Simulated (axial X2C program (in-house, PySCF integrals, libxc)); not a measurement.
# A two-component session on AsTi: properties at the nuclei

Aim: properties at the nuclei of AsTi, with spin–orbit coupling in the Hamiltonian from the start.

Computed with an in-house X2C program for linear molecules on PySCF integrals. Level: two-component X2C with atomic mean-field terms, As dyall-cv3z, Ti dyall-cv3z.

All values are calculated.

### Step 1. Input

task.json

```json
{"zs": [33, 22], "q": 0, "bas": ["dyall-cv3z", "dyall-cv3z"], "r0": 2.57, "levels": ["PBE0", "HF", "PBE", "LDA", "BHandHLYP"], "nst": 3}
```

Keys: zs atomic numbers; q charge; bas basis sets; r0 starting distance in Å; levels methods (HF also brings MP2); nst determinants followed.

On the command line:

```sh
> python soeom.py task.json out
```

Nuclei are Gaussian, cores are contracted, and the Gaunt term is on.

### Step 2. Expectation values, lowest determinant

R = 2.376 Å. State: Ω = 3/2 (excess of +ω over −ω: ω = 3/2).

Output of the PBE0 run:

```text
two-component X2C + atomic mean field  PBE0
basis functions 219  fitting functions 1242  grid points 5803
iter        total energy     max residual
   1      -3113.191938894     1.54e-05
   2      -3113.191938869     4.85e-05
   3      -3113.191938902     7.13e-06
   4      -3113.191938904     4.60e-06
   5      -3113.191938907     2.71e-06
   6      -3113.191938907     1.12e-06
converged
one-electron -4639.72981807  Coulomb 1492.18725700  exact exchange -30.99618403  xc functional -95.34911702  nuclear repulsion 161.69303667  atomic mean-field constant -0.99711346
```

The highest occupied spinor is 74% Ti d, 22% As p.

| level | Eeff magnitude (GV/cm) | Ws magnitude As (kHz) | A∥/gI As (MHz) | qzz As (a.u.) | A∥/gI Ti (MHz) | qzz Ti (a.u.) | μ (D) |
| --- | --- | --- | --- | --- | --- | --- | --- |
| PBE0 | 0.08 | 0.00935 | -162 | -1.18 | 100 | 0.00 | 5.81 |
| HF | 1.72 | 0.316 | -389 | 1.24 | 21.2 | -0.05 | 3.02 |
| PBE | 0.137 | 0.0139 | -94.5 | -0.51 | 159 | -0.07 | 5.51 |
| LDA | 0.12 | 0.0167 | -53.2 | -0.38 | 202 | -0.12 | 5.56 |
| BHandHLYP | 0.0588 | 0.00388 | -248 | -1.59 | 172 | 0.08 | 6.34 |

Eeff is the effective electric field on the electron dipole moment in this Ω state and Ws the scalar–pseudoscalar constant (defined with the proton number Z and per Ω); A∥ is the parallel hyperfine constant, which follows by multiplying with the nuclear g factor gI = μI/(I μN); qzz is the electric field gradient, eQq0 = 234.96 MHz × Q/barn × qzz; μ is positive if Ti is the positive end. The operators were transformed with the bare-nucleus X2C matrices.

### Step 3. Expectation values, a higher determinant

R = 2.376 Å. State: Ω = 5/2 (excess of +ω over −ω: ω = 5/2), 0.02 eV above the lowest in the PBE0 search for states (made at or near this distance, with looser thresholds).

Output of the PBE0 run:

```text
two-component X2C + atomic mean field  PBE0
basis functions 219  fitting functions 1242  grid points 5803
iter        total energy     max residual
   1      -3113.191262562     1.61e-05
   2      -3113.191262513     6.51e-05
   3      -3113.191262570     4.67e-06
   4      -3113.191262571     4.88e-06
converged
one-electron -4639.71230125  Coulomb 1492.16952875  exact exchange -30.99630532  xc functional -95.34810796  nuclear repulsion 161.69303667  atomic mean-field constant -0.99711346
```

The highest occupied spinor is 68% Ti d, 27% As p, 2% Ti p.

| level | Eeff magnitude (GV/cm) | Ws magnitude As (kHz) | A∥/gI As (MHz) | qzz As (a.u.) | A∥/gI Ti (MHz) | qzz Ti (a.u.) | μ (D) |
| --- | --- | --- | --- | --- | --- | --- | --- |
| PBE0 | 0.0751 | 0.00688 | 69.4 | -1.15 | 213 | -0.01 | 5.81 |
| HF | 1.88 | 0.217 | -153 | 1.48 | 358 | -0.05 | 3.05 |
| PBE | 0.136 | 0.00823 | 58.6 | -0.51 | 173 | -0.08 | 5.51 |
| LDA | 0.119 | 0.00994 | 33.7 | -0.39 | 150 | -0.12 | 5.56 |
| BHandHLYP | 0.0593 | 0.00875 | -35.9 | -0.96 | 225 | 0.17 | 6.33 |

### Step 4. Expectation values, a higher determinant

R = 2.376 Å. State: Ω = 5/2 (excess of +ω over −ω: ω = -1/2, 2 × ω = 3/2), 0.05 eV above the lowest in the PBE0 search for states (made at or near this distance, with looser thresholds).

Output of the PBE0 run:

```text
two-component X2C + atomic mean field  PBE0
basis functions 219  fitting functions 1242  grid points 5803
iter        total energy     max residual
   1      -3113.189936869     1.10e-05
   2      -3113.189936866     2.89e-05
   3      -3113.189936874     7.06e-06
   4      -3113.189936875     4.70e-06
converged
one-electron -4638.76018086  Coulomb 1491.18713621  exact exchange -30.99405147  xc functional -95.31876397  nuclear repulsion 161.69303667  atomic mean-field constant -0.99711346
```

The highest occupied spinor is 56% Ti d, 36% As p, 4% Ti p.

| level | Eeff magnitude (GV/cm) | Ws magnitude As (kHz) | A∥/gI As (MHz) | qzz As (a.u.) | A∥/gI Ti (MHz) | qzz Ti (a.u.) | μ (D) |
| --- | --- | --- | --- | --- | --- | --- | --- |
| PBE0 | 0.12 | 0.0203 | 6.97 | -2.03 | -26.3 | -0.28 | 4.90 |
| HF | 1.33 | 0.127 | 132 | 1.16 | -46.1 | -0.43 | 3.49 |
| PBE | 0.263 | 0.00754 | 41.1 | -2.22 | -28.2 | -0.32 | 4.18 |
| LDA | 0.29 | 0.0116 | 65.6 | -2.32 | -40.5 | -0.32 | 4.06 |
| BHandHLYP | 0.188 | 0.0135 | 96.5 | -0.54 | -37.7 | -0.16 | 5.52 |

### Step 5. Outcome

| quantity | value |
| --- | --- |
| lowest determinant | Ω = 3/2 (excess of +ω over −ω: ω = 3/2) |
| Eeff magnitude (GV/cm), PBE0 | 0.08 |
| Ws magnitude As (kHz), PBE0 | 0.00935 |
| A∥/gI As (MHz), PBE0 | -162 |
| qzz As (a.u.), PBE0 | -1.18 |
| higher determinant | Ω = 5/2 (excess of +ω over −ω: ω = 5/2) |
| Eeff magnitude (GV/cm), PBE0, higher determinant | 0.0751 |
| Ws magnitude As (kHz), PBE0, higher determinant | 0.00688 |
| A∥/gI As (MHz), PBE0, higher determinant | 69.4 |
| qzz As (a.u.), PBE0, higher determinant | -1.15 |
| higher determinant | Ω = 5/2 (excess of +ω over −ω: ω = -1/2, 2 × ω = 3/2) |
| Eeff magnitude (GV/cm), PBE0, higher determinant | 0.12 |
| Ws magnitude As (kHz), PBE0, higher determinant | 0.0203 |
| A∥/gI As (MHz), PBE0, higher determinant | 6.97 |
| qzz As (a.u.), PBE0, higher determinant | -2.03 |

What this shows: In the first state, the effective field runs from 0.0588 to 1.72 GV/cm over the mean-field levels, so the levels don't agree on it. The expectation values come from single determinants, which for open shells can mix terms of unlike spin or miss the lowest Ω, so a determinant need not be a state. Eeff is the effective electric field on the electron dipole moment in this Ω state and Ws the scalar–pseudoscalar constant (defined with the proton number Z and per Ω); A∥ is the parallel hyperfine constant, which follows by multiplying with the nuclear g factor gI = μI/(I μN); qzz is the electric field gradient, eQq0 = 234.96 MHz × Q/barn × qzz; μ is positive if Ti is the positive end. The operators were transformed with the bare-nucleus X2C matrices. A second determinant lies within 0.1 eV of the first, so their order is not settled at this level.
